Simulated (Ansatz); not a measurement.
# B2FH3: interaction energy of a dimer with the counterpoise correction, by script

How strongly do two molecules of B2FH3 bind, and how much of that is basis error? Aim: the interaction energy of a dimer with the counterpoise correction, for B2FH3, run from a script.

All numbers are computed with the Python package of Ansatz 0.2.0. Level of theory: MP2/def2-SVP.

### 1 Starting point

Bond lengths: B1–B2 1.608 Å, B2–F3 1.433 Å, B1–H4 1.152 Å, B1–H5 1.235 Å, B2–H6 1.165 Å. Angles: B1–B2–F3 120.4°, B1–B2–H6 118.9°, F3–B2–H6 120.7°, B2–B1–H4 123.1°, B2–B1–H5 120.3°, H4–B1–H5 116.6°.

The script holds or builds the structure itself.

### 2 The code

Input file run_dimer.py:

```python
# -*- coding: utf-8 -*-
"""Binding of a B2FH3 dimer at a trial geometry."""

import ansatz as az

FIRST = [
    ("B", (-0.4138, 0.1561, -0.6803)),
    ("B", (0.4126, -0.2529, 0.6365)),
    ("F", (0.6582, 0.7107, 1.6677)),
    ("H", (-0.6124, -0.5732, -1.5492)),
    ("H", (-0.8627, 1.3002, -0.8049)),
    ("H", (0.8182, -1.3408, 0.7303)),
]
SECOND = [
    ("B", (-2.1287, 2.7637, -2.9278)),
    ("B", (-3.6632, 2.4151, -2.5991)),
    ("F", (-3.9934, 1.5584, -1.4994)),
    ("H", (-1.8108, 3.4231, -3.8169)),
    ("H", (-1.2213, 2.3125, -2.2215)),
    ("H", (-4.4987, 2.8602, -3.2779)),
]

def energy(atoms, ghosts=()):
    molecule = az.Crystal.molecule()
    for symbol, xyz in atoms:
        molecule = molecule.atom(symbol, xyz)
    calc = (
        molecule.calculation()
        .basis(gaussian="def2-SVP")
        .correlation("MP2")
    )
    deck = calc.input()
    if ghosts:
        deck = deck.set(az.key.basis.gaussian.ghost_atoms, [{"symbol": s, "position_ang": list(xyz)} for s, xyz in ghosts])
    return az.Session.from_dict(deck).plan().execute().report["free_energy_ev"]

# monomers in their own basis and in the basis of the dimer
both = energy(FIRST + SECOND)
alone = energy(FIRST) + energy(SECOND)
ghosted = energy(FIRST, SECOND) + energy(SECOND, FIRST)
print(f"dimer {both:.6f} eV")
print(f"interaction, uncorrected   {(both - alone):8.3f} eV")
print(f"interaction, counterpoise  {(both - ghosted):8.3f} eV")
print(f"basis-set superposition    {(alone - ghosted):8.3f} eV")
```

### 3 What the engine is handed

The package turns the script's settings into the engine's input (first run):

```yaml
crystal:
  periodic: [false, false, false]
  atoms:
    - { symbol: B, position_ang: [-0.4138, 0.1561, -0.6803] }
    - { symbol: B, position_ang: [0.4126, -0.2529, 0.6365] }
    - { symbol: F, position_ang: [0.6582, 0.7107, 1.6677] }
    - { symbol: H, position_ang: [-0.6124, -0.5732, -1.5492] }
    - { symbol: H, position_ang: [-0.8627, 1.3002, -0.8049] }
    - { symbol: H, position_ang: [0.8182, -1.3408, 0.7303] }
    - { symbol: B, position_ang: [-2.1287, 2.7637, -2.9278] }
    - { symbol: B, position_ang: [-3.6632, 2.4151, -2.5991] }
    - { symbol: F, position_ang: [-3.9934, 1.5584, -1.4994] }
    - { symbol: H, position_ang: [-1.8108, 3.4231, -3.8169] }
    - { symbol: H, position_ang: [-1.2213, 2.3125, -2.2215] }
    - { symbol: H, position_ang: [-4.4987, 2.8602, -3.2779] }
basis:
  gaussian:
    orbitals: def2-SVP
correlation:
  method: mp2
```

### 4 Running it

On the command line:

```console
$ python run_dimer.py
```

Output:

```text
dimer -8204.579471 eV
interaction, uncorrected      0.145 eV
interaction, counterpoise     0.183 eV
basis-set superposition       0.038 eV
```

Run time: 6 s. Hardware: 1 thread of Intel Xeon Platinum 8259CL at 2.50GHz (Skylake/Cascade Lake), shared host; peak memory 0.25 GiB.

### 5 What changed from run to run

The engine's inputs for some of the other runs:

Run 2, against run 1:

```diff
@@ -10,6 +9,0 @@
-    - { symbol: B, position_ang: [-2.1287, 2.7637, -2.9278] }
-    - { symbol: B, position_ang: [-3.6632, 2.4151, -2.5991] }
-    - { symbol: F, position_ang: [-3.9934, 1.5584, -1.4994] }
-    - { symbol: H, position_ang: [-1.8108, 3.4231, -3.8169] }
-    - { symbol: H, position_ang: [-1.2213, 2.3125, -2.2215] }
-    - { symbol: H, position_ang: [-4.4987, 2.8602, -3.2779] }
```

Run 3, against run 1:

```diff
@@ -4,6 +3,0 @@
-    - { symbol: B, position_ang: [-0.4138, 0.1561, -0.6803] }
-    - { symbol: B, position_ang: [0.4126, -0.2529, 0.6365] }
-    - { symbol: F, position_ang: [0.6582, 0.7107, 1.6677] }
-    - { symbol: H, position_ang: [-0.6124, -0.5732, -1.5492] }
-    - { symbol: H, position_ang: [-0.8627, 1.3002, -0.8049] }
-    - { symbol: H, position_ang: [0.8182, -1.3408, 0.7303] }
```

Run 4, against run 1:

```diff
@@ -10,6 +9,0 @@
-    - { symbol: B, position_ang: [-2.1287, 2.7637, -2.9278] }
-    - { symbol: B, position_ang: [-3.6632, 2.4151, -2.5991] }
-    - { symbol: F, position_ang: [-3.9934, 1.5584, -1.4994] }
-    - { symbol: H, position_ang: [-1.8108, 3.4231, -3.8169] }
-    - { symbol: H, position_ang: [-1.2213, 2.3125, -2.2215] }
-    - { symbol: H, position_ang: [-4.4987, 2.8602, -3.2779] }
@@ -18,0 +13,7 @@
+    ghost_atoms:
+      - { symbol: B, position_ang: [-2.1287, 2.7637, -2.9278] }
+      - { symbol: B, position_ang: [-3.6632, 2.4151, -2.5991] }
+      - { symbol: F, position_ang: [-3.9934, 1.5584, -1.4994] }
+      - { symbol: H, position_ang: [-1.8108, 3.4231, -3.8169] }
+      - { symbol: H, position_ang: [-1.2213, 2.3125, -2.2215] }
+      - { symbol: H, position_ang: [-4.4987, 2.8602, -3.2779] }
```

### 6 What each run gave

One row for each of the 5 runs:

```csv
run,system,ghost atoms,energy (eV),iterations in all,CPU time (s)
1,B4F2H6,not set,-8204.5795,14,2.2
2,B2FH3,not set,-4102.3623,11,0.34
3,B2FH3,not set,-4102.3625,11,0.35
4,B2FH3,a list of 6,-4102.3743,11,1.3
5,B2FH3,a list of 6,-4102.3884,11,1.3
```

Totals carry meaning only in balanced differences at one level of theory.

### 7 Summary of results

| quantity | value |
| --- | --- |
| interaction energy, uncorrected | 0.145 eV |
| interaction energy, counterpoise | 0.183 eV |
| runs compared | 5 |

In words: The pair is unbound at this geometry and level. Uncorrected it is 0.145 eV, with the counterpoise correction 0.183 eV; the difference, 0.038 eV, is the superposition error. In this basis both values are repulsive. The dimer is a generated trial pose of unrelaxed monomers, not a minimum, so the figure is no binding energy, and the basis set is small.
